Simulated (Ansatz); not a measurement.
**CHClGeNO (SMILES O=C=[N][GeH][Cl]): UCCSD/def2-SVP**

What is the vertical ionisation energy of CHClGeNO at UCCSD/def2-SVP? 

Program for the calculation: Ansatz 0.2.0.

123 further runs of the same task are left out: 123 set aside as unsound or not needed.

### Step 1. Starting point

The species is CHClGeNO (6 atoms), meant as a doublet with charge 0. SMILES: `O=C=[N][GeH][Cl]`. The shape is that of a PBE0-D4/def2-TZVP optimisation. This is one conformer, not always the lowest.

Bond lengths: O1–C2 1.162 Å, C2–N3 1.206 Å, N3–Ge4 1.830 Å, Ge4–Cl5 2.157 Å, Ge4–H6 1.549 Å. Angles: O1–C2–N3 176.3°, C2–N3–Ge4 138.6°, N3–Ge4–Cl5 107.6°, N3–Ge4–H6 105.4°, Cl5–Ge4–H6 108.2°.

### Step 2. A single-point energy at UCCSD/def2-SVP

The input, run.yaml:

```yaml
crystal:
  periodic: [false, false, false]
  atoms:
    - symbol: O
      position_ang: [0.024100, -1.617100, -2.245100]
    - symbol: C
      position_ang: [-0.242900, -1.020000, -1.284700]
    - symbol: N
      position_ang: [-0.575200, -0.454300, -0.273000]
    - symbol: Ge
      position_ang: [-0.153300, 1.067300, 0.651100]
    - symbol: Cl
      position_ang: [1.946900, 0.976200, 1.132800]
    - symbol: H
      position_ang: [-0.957700, 0.983900, 1.972700]
basis:
  gaussian:
    orbitals: def2-SVP
correlation:
  method: ccsd
  frozen_orbitals: {C: 1, Cl: 5, Ge: 9, H: 0, "N": 1, O: 1}
scf:
  omitted_lower_state_checks: [cluster_reference, increment]
accuracy: high
magnetization:
  spin_polarized: true
  initial_magnetization: 1
```

The run is started by

```
ansatz run run.yaml --threads 1 --pin off --max-ram 3480MiB --events-out events.jsonl --progress --plain --runs-dir runs
```

Output (excerpt; [...] marks lines left out):

```text
Warning: RAYON_NUM_THREADS=1 ignored (pool sized by the plan → 1); use --threads N
Functional definition: HF
  name "HF"
[...]
1963 factors; integrals over basis functions are off by at most 4.4e-9 eV
[...]
mean field -73528.90384855 eV, -2702.1373767530 hartree, gradient 5.7e-8 eV, S^2 0.756375; 0 other end points of the search recorded, 0 dependent functions left out
17 core orbitals not correlated: weight in the atoms' cores, before any rotation towards them, 1.000 or more for the frozen orbitals, at most 0.000 for the correlated occupied ones
reference -73528.90384855 eV, -2702.1373767530 hartree; 19, 18 occupied and 61, 62 virtual orbitals, 1963 factors
second order -21.57814453 eV of doubles, -0.00000000 eV of singles
cycle   1  -21.02974366 eV  change    5.5e-1 eV  update   1.4e-1
[...]
cycle  23  -21.85551303 eV  change   -2.2e-9 eV  update   4.1e-9
Total energy: -73550.75936157 eV, -2702.9405520425 hartree
Checks for a lower state left out: cluster_reference, increment
```

It took 1.8 min on 1 thread of Arm Neoverse V1, shared host; peak memory 1.2 GiB.

### Step 3. The singlet cation at the same level

run.yaml, as its differences from that of step 2:

```diff
@@ -16,12 +16,6 @@
 basis:
-  gaussian:
-    orbitals: def2-SVP
-correlation:
-  method: ccsd
-  frozen_orbitals: {C: 1, Cl: 5, Ge: 9, H: 0, "N": 1, O: 1}
-scf:
-  omitted_lower_state_checks: [cluster_reference, increment]
+  gaussian: {orbitals: def2-SVP}
+scf: {omitted_lower_state_checks: [cluster_reference, increment]}
+total_charge: 1
+correlation: {method: ccsd, frozen_orbitals: {C: 1, Cl: 5, Ge: 9, H: 0, "N": 1, O: 1}}
 accuracy: high
-magnetization:
-  spin_polarized: true
-  initial_magnetization: 1
```

The run is started by

```
ansatz run run.yaml --threads 1 --pin off --max-ram 3480MiB --events-out events.jsonl --progress --plain --runs-dir runs
```

Output (excerpt; [...] marks lines left out):

```text
Warning: RAYON_NUM_THREADS=1 ignored (pool sized by the plan → 1); use --threads N
[... 2 set-up lines as earlier in the session ...]
[...]
1962 factors; integrals over basis functions are off by at most 4.4e-9 eV
[...]
mean field -73519.80063161 eV, -2701.8028397008 hartree, gradient 2.4e-8 eV, S^2 0.000000; 1 other end points of the search recorded, 0 dependent functions left out
17 core orbitals not correlated: weight in the atoms' cores, before any rotation towards them, 1.000 or more for the frozen orbitals, at most 0.000 for the correlated occupied ones
reference -73519.80063161 eV, -2701.8028397008 hartree; 18, 18 occupied and 62, 62 virtual orbitals, 1962 factors
second order -21.91471599 eV of doubles, -0.00000000 eV of singles
cycle   1  -21.19117410 eV  change    7.2e-1 eV  update   1.6e-1
[...]
cycle  30  -22.14069134 eV  change    1.8e-9 eV  update   1.8e-9
Total energy: -73541.94132294 eV, -2702.6164951000 hartree
Checks for a lower state left out: cluster_reference, increment
```

It took 36 s on 1 thread of Arm Neoverse V1, shared host; peak memory 0.57 GiB.

### Step 4. Outcome

At UCCSD/def2-SVP, 17 core orbitals frozen:

```
                                                      quantity           value
                                doublet CHClGeNO: total energy  -2702.94055 Eh
doublet CHClGeNO: correlation energy (17 core orbitals frozen)      -803.2 mEh
           doublet CHClGeNO: ⟨S²⟩ of the reference determinant           0.756
                               doublet CHClGeNO: T1 diagnostic           0.016
                                  singlet cation: total energy  -2702.61650 Eh
  singlet cation: correlation energy (17 core orbitals frozen)      -813.7 mEh
                                 singlet cation: T1 diagnostic           0.022
            vertical ionisation energy (to the singlet cation)        8.818 eV
```

In words: The vertical ionisation energy comes to 8.82 eV (203 kcal/mol). Only the singlet of the ionised species was computed; a triplet could lie lower. The T1 diagnostic (singlet cation) of 0.022 is above the customary mark for such species, so a single reference may not serve.
